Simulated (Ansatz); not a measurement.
**BH₃SSeSi: geometry optimisation**

The task: find the minimum of BH₃SSeSi nearest to the start.

Computed with Ansatz 0.2.0. Level: RKS PBE-D4/def2-SVPD.

1 further run of the same task is left out (set aside as unsound or not needed).

## (1) The system as given

SMILES `[SeH][SiH]1BS1`, 7 atoms, charge 0, spin multiplicity 1.

Atoms are counted from 1 here; the program's logs count them from 0.

Bond lengths: Se1–Si2 2.289 Å, Se1–H5 1.487 Å, Si2–B3 1.945 Å, Si2–S4 2.236 Å, Si2–H6 1.497 Å, B3–S4 1.781 Å, B3–H7 1.203 Å. Angles: Si2–Se1–H5 93.0°, Se1–Si2–B3 122.8°, Se1–Si2–S4 117.5°, Se1–Si2–H6 110.9°, B3–Si2–S4 49.8°, B3–Si2–H6 125.9°, S4–Si2–H6 111.0°, Si2–B3–S4 73.6°, Si2–B3–H7 153.1°, S4–B3–H7 133.3°, Si2–S4–B3 56.6°.

Geometry (Å):

```tsv
atom	x (Å)	y (Å)	z (Å)
Se1	-1.4380	1.3430	-1.0921
Si2	0.3155	0.2881	-0.0665
B3	0.0844	-0.9061	1.4516
S4	0.2719	-1.9458	0.0181
H5	-0.6946	1.5082	-2.3697
H6	1.6235	0.7793	-0.6047
H7	-0.1014	-1.1347	2.6177
```

## (2) Relaxation

input.yaml reads:

```yaml
crystal:
  periodic: [false, false, false]
  atoms:
    - { symbol: Se, position_ang: [-1.437982, 1.342972, -1.092112] }
    - { symbol: Si, position_ang: [0.315477, 0.288052, -0.066533] }
    - { symbol: B, position_ang: [0.084434, -0.906111, 1.451573] }
    - { symbol: S, position_ang: [0.27188, -1.945843, 0.018105] }
    - { symbol: H, position_ang: [-0.694563, 1.508171, -2.369674] }
    - { symbol: H, position_ang: [1.623479, 0.779344, -0.604714] }
    - { symbol: H, position_ang: [-0.101425, -1.134685, 2.617654] }
basis:
  gaussian: { orbitals: def2-SVPD }
hamiltonian:
  xc: pbe
  dispersion: d4
output:
  forces: true
relax:
  f_tol: 0.003
  max_steps: 120
```

The run is started by

```
$ ansatz run input.yaml --threads 1 --pin off --max-ram 2560MiB --backend cpu --events-out ev --progress --plain --runs-dir out
```

**Question.** What will these runs give? Wanted: energy gained; root mean square move; dipole moment.

**Answer**, as computed:

```
             quantity      value
        energy gained  0.0000 eV
root mean square move    0.002 Å
        dipole moment     1.08 D
```

Bond lengths: Se1–Si2 2.288 Å, Se1–H5 1.487 Å, Si2–B3 1.945 Å, Si2–S4 2.236 Å, Si2–H6 1.497 Å, B3–S4 1.781 Å, B3–H7 1.203 Å. Angles: Si2–Se1–H5 93.0°, Se1–Si2–B3 122.8°, Se1–Si2–S4 117.6°, Se1–Si2–H6 110.8°, B3–Si2–S4 49.8°, B3–Si2–H6 125.9°, S4–Si2–H6 111.1°, Si2–B3–S4 73.6°, Si2–B3–H7 153.0°, S4–B3–H7 133.3°, Si2–S4–B3 56.6°. No frequencies were computed here.
